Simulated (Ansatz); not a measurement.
# Nickel, diamond: r²SCAN0 after r²SCAN

Aim: see what exact exchange does to the levels and moments, and what it costs. The geometry was relaxed under r²SCAN beforehand and is kept. Exact exchange is dear, so the k-mesh is coarse, and r²SCAN is run on the same mesh for comparison.

Computed with Ansatz 0.2.0 (DFT, plane waves (500 eV) with PBE-made PAW files, scalar-relativistic; functionals as named at each step, unless a step says otherwise).

It takes space group Fd-3m (No. 227, cubic). The conventional cell has a = 5.026 Å, b = 5.026 Å, c = 5.026 Å, α = 90.00°, β = 90.00°, γ = 90.00°. Around Ni (site symmetry -43m) lie 4 Ni at 2.18 Å.

Coordinates:

```
CELL_PARAMETERS angstrom
0.00000 2.51310 2.51310
2.51310 0.00000 2.51310
2.51310 2.51310 0.00000
ATOMIC_POSITIONS crystal
Ni 0.12500 0.12500 0.12500
Ni 0.87500 0.87500 0.87500
```

The atoms start with moments of +0.93 ×2 μB.

| quantity | value |
| --- | --- |
| r²SCAN: gap | none (levels filled in part) |
| r²SCAN: magnetic state | ferromagnetic, up to 0.90 μB per atom |
| r²SCAN0: gap | none (levels filled in part) |
| r²SCAN0: magnetic state | ferromagnetic, up to 1.21 μB per atom |
| r²SCAN0: SCF cycles, exchange loops | 113, 17 |
| r²SCAN0: CPU time over that of r²SCAN | 19 |

**Reading.** Neither r²SCAN nor r²SCAN0 shows a clean gap on this mesh. Moments change from 0.90 μB to 1.21 μB at most; exact exchange favours larger moments in itinerant magnets. r²SCAN0 cost 19 times the CPU time of r²SCAN. The exchange operator of r²SCAN0 was renewed in 17 outer loops. The total energies in the logs cannot be compared from one functional to another.

Q: Write an input and a launch command for the first run that leads to these results.

A: The one that was run. It is one of several that fit.

The run with r²SCAN.

Input file input.yaml:

```yaml
crystal:
  lattice:
    - [0.0, 2.5131022781, 2.5131022781]
    - [2.5131022781, 0.0, 2.5131022781]
    - [2.5131022781, 2.5131022781, 0.0]
  atoms:
    - { symbol: Ni, position: [0.125, 0.125, 0.125], spin: 0.93 }
    - { symbol: Ni, position: [0.875, 0.875, 0.875], spin: 0.93 }
hamiltonian:
  xc: r2scan
  pseudopotentials:
    kind: paw
    azcp:
      Ni: "pseudopotentials/Ni.paw.azcp"
basis:
  ecutwfc: 500
  fft_grid_basis: typed
kpoints:
  mp_grid: { grid: [6, 6, 6], shift: [0, 0, 0] }
magnetization:
  spin_polarized: true
scf:
  occupations: { method: fermi_dirac, width: 0.1 }
output:
  write_density: true
  write_potential: true
  elf: true
  volumetric_format: npy
```

On the command line:

```
ansatz run input.yaml --threads 4 --pin off --max-ram 8192MiB --backend cpu --events-out ev --progress --plain --runs-dir out
```
